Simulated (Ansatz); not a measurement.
**CH3FGeO (SMILES C[O][Ge][F]) at BCCD(T)/6-31G(d) (spherical functions)**

What is the vertical singlet–triplet gap of CH3FGeO at BCCD(T)/6-31G* (spherical functions)? 

The calculation is run with Ansatz 0.2.0.

125 further runs of the same task are left out: 125 set aside as unsound or not needed.

## (1) The system as given

CH3FGeO: 7 atoms, total charge 0, spin state singlet. SMILES: `C[O][Ge][F]`. Geometry: relaxed at PBE0-D4/def2-TZVP. This is one conformer, not always the lowest.

Bond lengths: C1–O2 1.413 Å, O2–Ge3 1.764 Å, Ge3–F4 1.768 Å, C1–H5 1.092 Å, C1–H6 1.093 Å, C1–H7 1.093 Å. Angles: C1–O2–Ge3 128.6°, O2–Ge3–F4 99.1°, O2–C1–H5 112.1°, O2–C1–H6 109.1°, O2–C1–H7 109.0°, H5–C1–H6 109.1°, H5–C1–H7 109.1°, H6–C1–H7 108.4°.

## (2) The energy at BCCD(T)/6-31G(d) (spherical functions)

Contents of run.yaml:

```yaml
crystal:
  periodic: [false, false, false]
  atoms:
    - symbol: C
      position_ang: [-0.504800, 0.491500, 0.394900]
    - symbol: O
      position_ang: [0.412400, 0.624200, -0.671900]
    - symbol: Ge
      position_ang: [1.441700, -0.610700, -1.398400]
    - symbol: F
      position_ang: [0.967400, -1.990600, -0.400200]
    - symbol: H
      position_ang: [-0.548500, -0.532200, 0.773800]
    - symbol: H
      position_ang: [-0.208000, 1.161100, 1.206600]
    - symbol: H
      position_ang: [-1.498700, 0.788500, 0.049700]
basis:
  gaussian: {orbitals: 6-31G_st_-spherical.json}
total_charge: 0
accuracy: high
scf: {omitted_lower_state_checks: [cluster_reference, increment]}
magnetization: {spin_polarized: false, initial_magnetization: 0}
correlation: {method: bccd_t, frozen_orbitals: {C: 1, F: 1, Ge: 9, H: 0, O: 1}}
```

The basis set 6-31G* is read from a file made from the Basis Set Exchange's data (not shown).

On the command line:

```bash
$ ansatz run run.yaml --threads 1 --pin off --max-ram 3480MiB --events-out events.jsonl --progress --plain --runs-dir runs
```

The log of the run, shortened:

```text
Warning: RAYON_NUM_THREADS=1 ignored (pool sized by the plan → 1); use --threads N
Functional definition: HF
  name "HF"
[...]
1735 factors; integrals over basis functions are off by at most 4.5e-9 eV
[...]
mean field -62287.82972709 eV, -2289.0355222632 hartree, gradient 9.4e-8 eV, S^2 0.000000; 0 other end points of the search recorded, 0 dependent functions left out
12 core orbitals not correlated: weight in the atoms' cores, before any rotation towards them, 1.000 or more for the frozen orbitals, at most 0.000 for the correlated occupied ones
reference -62287.82972709 eV, -2289.0355222632 hartree; 17, 17 occupied and 51, 51 virtual orbitals, 1735 factors
second order -19.63576365 eV of doubles, -0.00000000 eV of singles
cycle   1  -19.14233380 eV  change    4.9e-1 eV  update   1.3e-1
[...]
cycle  22  -19.82500309 eV  change   8.4e-10 eV  update   2.7e-9
perturbative correction -0.55890321 eV, -0.0205393141 hartree
Total energy: -62308.21363339 eV, -2289.7846170030 hartree
Checks for a lower state left out: cluster_reference, increment
```

It took 27 s on 1 thread of Arm Neoverse V2, shared host; peak memory 0.52 GiB.

## (3) The triplet, same level

Contents of job.yaml:

```yaml
crystal:
  periodic: [false, false, false]
  atoms:
    - symbol: C
      position_ang: [-0.504800, 0.491500, 0.394900]
    - symbol: O
      position_ang: [0.412400, 0.624200, -0.671900]
    - symbol: Ge
      position_ang: [1.441700, -0.610700, -1.398400]
    - symbol: F
      position_ang: [0.967400, -1.990600, -0.400200]
    - symbol: H
      position_ang: [-0.548500, -0.532200, 0.773800]
    - symbol: H
      position_ang: [-0.208000, 1.161100, 1.206600]
    - symbol: H
      position_ang: [-1.498700, 0.788500, 0.049700]
basis:
  gaussian: {orbitals: 6-31G_st_-spherical.json}
magnetization: {spin_polarized: true, initial_magnetization: 2}
correlation: {method: bccd_t, frozen_orbitals: {C: 1, F: 1, Ge: 9, H: 0, O: 1}}
accuracy: high
scf: {omitted_lower_state_checks: [cluster_reference, increment]}
```

The basis set 6-31G* is read from a file made from the Basis Set Exchange's data (not shown).

On the command line:

```bash
$ ansatz run job.yaml --threads 1 --pin off --max-ram 3480MiB --events-out events.jsonl --progress --plain --runs-dir runs
```

The log of the run, shortened:

```text
Warning: RAYON_NUM_THREADS=1 ignored (pool sized by the plan → 1); use --threads N
[... 2 set-up lines as earlier in the session ...]
[...]
1736 factors; integrals over basis functions are off by at most 4.5e-9 eV
[...]
mean field -62284.86254481 eV, -2288.9264803255 hartree, gradient 1.8e-8 eV, S^2 2.005696; 1 other end points of the search recorded, 0 dependent functions left out
12 core orbitals not correlated: weight in the atoms' cores, before any rotation towards them, 1.000 or more for the frozen orbitals, at most 0.000 for the correlated occupied ones
reference -62284.86254481 eV, -2288.9264803255 hartree; 18, 16 occupied and 50, 52 virtual orbitals, 1736 factors
second order -18.94143239 eV of doubles, -0.00000000 eV of singles
cycle   1  -18.48042894 eV  change    4.6e-1 eV  update   1.1e-1
[...]
cycle  32  -19.09821873 eV  change   8.3e-10 eV  update   2.7e-9
perturbative correction -0.50768536 eV, -0.0186570928 hartree
Total energy: -62304.46844889 eV, -2289.6469840113 hartree
Checks for a lower state left out: cluster_reference, increment
```

Wall time 2 min (1 thread of Arm Neoverse V2, shared host); peak memory 1 GiB.

## (4) What came out

At BCCD(T)/6-31G* (spherical functions), 12 core orbitals frozen:

```
                                             quantity           value
                                singlet: total energy  -2289.78462 Eh
singlet: correlation energy (12 core orbitals frozen)      -749.1 mEh
                              singlet: (T) correction      -20.54 mEh
                                triplet: total energy  -2289.64698 Eh
triplet: correlation energy (12 core orbitals frozen)      -720.5 mEh
                              triplet: (T) correction      -18.66 mEh
           triplet: ⟨S²⟩ of the reference determinant           2.006
     vertical energy of the triplet above the singlet        3.745 eV
```

At this shape the triplet lies 3.75 eV (86 kcal/mol) above the singlet. The triples (singlet) make up 2.7 % of the correlation energy. The triples (triplet) make up 2.6 % of the correlation energy.
